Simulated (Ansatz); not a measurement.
**I2 (iodine): levels of theory compared**

Wanted: a comparison of 6 runs (HF/STO-3G, HSE06/def2-TZVPP, SVWN5/def2-TZVPP, r2SCAN0/def2-TZVPP, revPBE/def2-TZVPP, RPA@PBE0/def2-TZVPP) of I2 (iodine). 

Program for the calculation: Ansatz 0.2.0.

20 further runs of the same task are left out: 20 set aside as unsound or not needed.

**1. Starting point**

I2 has 2 atoms, charge 0, and is taken as a singlet. SMILES: `II`. The I1–I2 distance was set to 3.452 Å, away from the relaxed value.

Bond lengths: I1–I2 3.452 Å.

**2. A single-point energy at HF/STO-3G (run 1)**

Input file job.yaml:

```yaml
crystal:
  periodic: [false, false, false]
  atoms:
    - {symbol: I, position_ang: [0.000000, 0.000000, -0.792050]}
    - {symbol: I, position_ang: [-0.000000, -0.000000, 2.660350]}
basis:
  gaussian:
    orbitals: STO-3G
hamiltonian:
  xc: hf
accuracy: high
output: {orbitals: {seedname: orbitals}}
```

Launch:

```bash
ansatz run job.yaml --threads 1 --pin off --max-ram 3480MiB --events-out events.jsonl --progress --plain --runs-dir runs
```

The log of the run:

```text
Warning: RAYON_NUM_THREADS=1 ignored (pool sized by the plan → 1); use --threads N
Functional definition: HF
  name "HF"
  exchange = exact_x
  correlation = 0
639 factors; integrals over basis functions are off by at most 5.3e-9 eV
mean field evaluation 1: about -372831.8309 eV, gradient 6.1e-1 eV
mean field evaluation 2: about -372831.8630 eV, gradient 6.1e-1 eV
mean field evaluation 4: about -372831.8634 eV, gradient 2.2e-6 eV
mean field evaluation 8: about -372831.8634 eV, gradient 7.7e-9 eV
mean field -372831.86339675 eV, -13701.3182653168 hartree, gradient 7.7e-9 eV, S^2 0.000000; 0 other end points of the search recorded, 0 dependent functions left out
reference -372831.86339675 eV, -13701.3182653168 hartree; 53, 53 occupied and 1, 1 virtual orbitals, 639 factors
Total energy: -372831.86339675 eV, -13701.3182653168 hartree
```

It took 0.76 s on 1 thread of Arm Neoverse V1, shared host; peak memory 0.12 GiB.

**3. A single-point energy at HSE06/def2-TZVPP (core potential) (run 2)**

Input file in.yaml:

```yaml
crystal:
  periodic: [false, false, false]
  atoms:
    - {symbol: I, position_ang: [0.000000, 0.000000, -0.792050]}
    - {symbol: I, position_ang: [-0.000000, -0.000000, 2.660350]}
basis:
  gaussian: {orbitals: def2-TZVPP}
hamiltonian: {xc: hse06}
accuracy: high
output: {orbitals: {seedname: orbitals}}
```

Launch:

```bash
ansatz run in.yaml --threads 1 --pin off --max-ram 3480MiB --events-out events.jsonl --progress --plain --runs-dir runs
```

The log of the run:

```text
Warning: RAYON_NUM_THREADS=1 ignored (pool sized by the plan → 1); use --threads N
Functional definition: HSE06
  name "HSE06"
  parameter a = 0.25
  parameter omega = 0.11/bohr
  exchange = pbe_x - a*pbe_x_sr(omega) + a*exact_x_sr(omega)
  correlation = pbe_c
1644 factors; integrals over basis functions are off by at most 1.6e-8 eV
93 factors; integrals over basis functions are off by at most 1.3e-9 eV
mean field evaluation 1: about -16201.6583 eV, gradient 6.5e0 eV
mean field evaluation 2: about -16201.7422 eV, gradient 1.6e0 eV
mean field evaluation 4: about -16201.7461 eV, gradient 7.9e-1 eV
mean field evaluation 8: about -16201.7585 eV, gradient 1.3e-2 eV
mean field evaluation 16: about -16201.7585 eV, gradient 1.7e-6 eV
mean field -16201.75854724 eV, -595.4036446647 hartree, gradient 5.3e-9 eV, S^2 0.000000; 0 other end points of the search recorded, 0 dependent functions left out
reference -16201.75854948 eV, -595.4036447470 hartree; 25, 25 occupied and 75, 75 virtual orbitals, 1644 factors
Total energy: -16201.75854948 eV, -595.4036447470 hartree
```

Run time: 7.5 s. Hardware: 1 thread of Arm Neoverse V1, shared host; peak memory 0.29 GiB.

**4. A single-point energy at SVWN5/def2-TZVPP (core potential) (run 3)**

Input file input.yaml:

```yaml
crystal:
  periodic: [false, false, false]
  atoms:
    - {symbol: I, position_ang: [0.000000, 0.000000, -0.792050]}
    - {symbol: I, position_ang: [-0.000000, -0.000000, 2.660350]}
basis:
  gaussian:
    orbitals: def2-TZVPP
magnetization:
  spin_polarized: false
hamiltonian:
  xc: {name: SVWN5}
accuracy: high
output: {orbitals: {seedname: orbitals}}
```

Launch:

```bash
ansatz run input.yaml --threads 1 --pin off --max-ram 3480MiB --events-out events.jsonl --progress --plain --runs-dir runs
```

The log of the run:

```text
Warning: RAYON_NUM_THREADS=1 ignored (pool sized by the plan → 1); use --threads N
Functional definition: SVWN5
  name "SVWN5"
  exchange = slater_x
  correlation = vwn5_c
1644 factors; integrals over basis functions are off by at most 1.6e-8 eV
mean field evaluation 1: about -16178.8197 eV, gradient 9.2e0 eV
mean field evaluation 2: about -16178.9570 eV, gradient 3.7e0 eV
mean field evaluation 4: about -16178.9831 eV, gradient 7.4e-2 eV
mean field evaluation 8: about -16178.9823 eV, gradient 5.7e-3 eV
mean field evaluation 16: about -16178.9823 eV, gradient 5.8e-6 eV
mean field -16178.98225773 eV, -594.5666314636 hartree, gradient 6.1e-9 eV, S^2 0.000000; 0 other end points of the search recorded, 0 dependent functions left out
reference -16178.98225989 eV, -594.5666315429 hartree; 25, 25 occupied and 75, 75 virtual orbitals, 1644 factors
Total energy: -16178.98225989 eV, -594.5666315429 hartree
```

It took 3.9 s on 1 thread of Arm Neoverse V1, shared host; peak memory 0.2 GiB.

Runs 4 to 5 aren't shown in full; the table further down has their settings and results.

**5. A single-point energy at RPA@PBE0/def2-TZVPP (core potential) (run 6)**

job.yaml, as its differences from that of step 2:

```diff
@@ -7,6 +7,8 @@
   gaussian:
-    orbitals: STO-3G
+    orbitals: def2-TZVPP
+correlation:
+  method: rpa
+  frozen_orbitals: {I: 4}
+accuracy: high
 hamiltonian:
-  xc: hf
-accuracy: high
-output: {orbitals: {seedname: orbitals}}
+  xc: pbe0
```

Launch:

```bash
ansatz run job.yaml --threads 1 --pin off --max-ram 3480MiB --events-out events.jsonl --progress --plain --runs-dir runs
```

The log of the run, cut to the lines that bear on the results:

```text
Warning: RAYON_NUM_THREADS=1 ignored (pool sized by the plan → 1); use --threads N
Functional definition: PBE0
  name "PBE0"
[...]
1644 factors; integrals over basis functions are off by at most 1.6e-8 eV
[...]
mean field -16201.82527765 eV, -595.4060969619 hartree, gradient 1.5e-8 eV, S^2 0.000000; 0 other end points of the search recorded, 0 dependent functions left out; unrestricted orbitals would lower it
[...]
unrestricted determinant -16145.01043696 eV, -593.3181900771 hartree, S^2 0.8548
8 core orbitals not correlated: weight in the atoms' cores, before any rotation towards them, 1.000 or more for the frozen orbitals, at most 0.000 for the correlated occupied ones
reference -16143.58185716 eV, -593.2656907380 hartree; 17, 17 occupied and 75, 75 virtual orbitals, 1644 factors
Total energy: -16174.96753751 eV, -594.4190932168 hartree
```

Run time: 16 s. Hardware: 1 thread of Arm Neoverse V1, shared host; peak memory 0.37 GiB.

**6. The series**

```tsv
run	level	core potential	frozen core orbitals	energy (Eh)	HOMO energy (eV)	LUMO energy (eV)	HOMO–LUMO gap (eV)	wall time
1	HF/STO-3G	none	–	-13701.318265	-7.85	-0.29	7.56	0.76 s
2	HSE06/def2-TZVPP (core potential)	def2-TZVPP	–	-595.403645	-7.57	-6.31	1.25	7.5 s
3	SVWN5/def2-TZVPP (core potential)	def2-TZVPP	–	-594.566632	-6.94	-6.75	0.18	3.9 s
4	r2SCAN0/def2-TZVPP (core potential)	def2-TZVPP	–	-595.555497	-8.16	-6.06	2.09	14 s
5	revPBE/def2-TZVPP (core potential)	def2-TZVPP	–	-595.476247	-6.73	-6.46	0.27	5.7 s
6	RPA@PBE0/def2-TZVPP (core potential)	def2-TZVPP	8	-594.419093	–	–	–	16 s
```

**7. What came out**

```
                               quantity          value
                    run 6: total energy  -594.41909 Eh
run 6: RPA correlation energy (valence)    -1153.4 mEh
```

What this shows: Over runs 1, 2, 3, 4, 5 the HOMO–LUMO gap runs from 0.18 eV (SVWN5/def2-TZVPP) to 7.56 eV (HF/STO-3G). The two ends differ in method and basis and core potential. Totals of different functionals can't be ranked against each other. Some runs of one species differ in core potentials or relativity; totals across that change don't compare. In run 6 the log says that unrestricted orbitals would lower the reference, so the values rest on an unstable closed-shell determinant (other closed-shell runs at this shape may share the fault). In run 1 the basis is minimal, so the values are rough. In run 1 relativity is left out where basis or elements ask for it. All runs together took 48 s, the longest 16 s.
